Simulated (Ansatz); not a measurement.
# MoH+ (singlet): from Hartree-Fock to the top rungs at distance Mo1–H2 = 2.576 Å, def2-SVP

The task here is to estimate one member of a computed series from the others.

Program: Ansatz 0.2.0, Gaussian basis. Level of theory: def2-SVP, core rule «outside noble gas», up to 4 orbitals frozen. These are calculated values, not measurements.

To be run: UHF; CCSD(T) on RHF; CCSD(T) on UHF; CISD; CCSDT(Q) on RHF; CCSDT(Q) on UHF; CASSCF and MRCISD+Q, 2 electrons in 2 orbitals; CASSCF and NEVPT2, 2 electrons in 2 orbitals; Full CI.

62 further runs of the same task are left out: 41 for a known fault of the program, 19 that didn't finish, 2 set aside as unsound or not needed.

## What is computed

The geometry derives from a PBE0/def2-TZVP stationary point (not a proven minimum). One bond is set to the value named and the two fragments are kept rigid. No spin-orbit coupling is included. Elements past krypton take def2 core potentials.

2 atoms, charge 1, spin multiplicity 1.

Atoms are counted from 1 here; the program's logs count them from 0.

No contacts short enough for the rule that draws bonds.

The first run:

File in.yaml:

```yaml
crystal:
  periodic: [false, false, false]
  atoms:
    - {symbol: Mo, position_ang: [0.000000, 0.000000, 0.000000]}
    - {symbol: H, position_ang: [0.000000, 0.000000, 2.576000]}
basis:
  gaussian: {orbitals: def2-SVP}
total_charge: 1
magnetization: {spin_polarized: true, initial_magnetization: 0}
hamiltonian: {xc: hf}
output: {orbitals: {seedname: orbitals}}
```

Run with:

```bash
$ ansatz run in.yaml --threads 1 --pin off --events-out ev --progress --plain --max-ram 2393MiB
```

Among the steps run: UHF; CCSD(T) on RHF; CCSD(T) on UHF; CISD; CCSDT(Q) on RHF; CCSDT(Q) on UHF; CASSCF and MRCISD+Q, 2 electrons in 2 orbitals; CASSCF and NEVPT2, 2 electrons in 2 orbitals; Full CI.

One table of the session follows, with a row left open; its other results are not shown here.

| method | from FCI (meV) |
| --- | --- |
| RHF | ? |
| RMP2 | +1386.6 |
| CISD | +602.0 |
| RCCSD | +310.8 |
| RCCSD(T) | +59.0 |
| RCCSDT | +21.1 |
| RCCSDT(Q) | -15.6 |
| FCI | 0 |

**Question.** Estimate the row for RHF.

The run gave: from FCI (meV): +3441.4. In the column «from FCI (meV)» it is the highest.

Left out of the table: CASSCF pair, NEVPT2 pair, MRCISD pair, MRCISD+Q pair (the active space lost an orbital or holds another state than full CI finds).

Left out of the table: UHF, UMP2, UCCSD, UCCSD(T), UCCSDT, UCCSDT(Q) (another determinant or state than the rows shown).

Caveats from the session: RCCSDT(Q) falls below full CI, which methods that aren't variational can do.
